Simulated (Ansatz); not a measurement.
CH5BO2Si, SMILES O=C[SiH2]BO, a rigid torsion scan

With the Ansatz DFT code, driven from Python.

Notebook, run cell by cell (the value of a cell's last expression is shown):

In [1]:
```python
import ansatz as az
from ase import Atoms

atoms = Atoms(['O', 'C', 'Si', 'B', 'O', 'H', 'H', 'H', 'H', 'H'], positions=[
    (-1.7503, -0.697, 1.378),
    (-1.7912, -0.1616, 0.2501),
    (-0.3247, 0.7364, -0.3616),
    (1.2926, -0.4717, -0.3987),
    (1.6678, -1.1468, 0.8117),
    (-2.6589, -0.2291, -0.39),
    (0.0344, 1.8551, 0.563),
    (-0.5028, 1.2702, -1.7075),
    (1.7717, -0.6833, -1.3757),
    (2.3445, -0.5234, 1.2338),
])
```

In [2]:
```python
first = (
    az.Crystal.molecule_from_ase(atoms).calculation()
    .basis(gaussian='cc-pVDZ')
    .functional('PBE', dispersion='d3bj')
    .relax(force_tolerance=0.02, max_steps=80)
)
atoms.positions = first.run(threads=1).report['positions_ang']

start = atoms.get_dihedral(2, 3, 4, 9)
energies = {}
for turn in range(0, 360, 40):
    turned = atoms.copy()
    turned.set_dihedral(2, 3, 4, 9, start + turn, indices=[4, 9])
    setup = (
        az.Crystal.molecule_from_ase(turned).calculation()
        .basis(gaussian='cc-pVDZ')
        .functional('PBE', dispersion='d3bj')
    )
    energies[round((start + turn) % 360)] = setup.run(threads=1).report['free_energy_ev']
floor = min(energies.values())
print('dihedral Si2-B3-O4-H9 (deg)   E - E(min) (kcal/mol)')
for angle, e in sorted(energies.items()):
    print(f'{angle:8d} {23.060548 * (e - floor):14.3f}  ' + '#' * int(30 * (e - floor) / max(max(energies.values()) - floor, 1e-9)))
```
```text
dihedral Si2-B3-O4-H9 (deg)   E - E(min) (kcal/mol)
       2          0.000
      42         12.533  #############
      82         27.850  ##############################
     122         24.067  #########################
     162         13.452  ##############
     202         14.013  ###############
     242         24.975  ##########################
     282         27.280  #############################
     322         12.020  ############
```

The scan is rigid and the energies are electronic, in a modest basis. With rigid groups the curve can differ much from the relaxed path, the start wasn't checked as a minimum of this torsion, and equivalent turns needn't return to the same energy. Timing: 2.4 min on 1 thread of Arm Neoverse V1, on a shared host, peak memory 0.22 GiB.
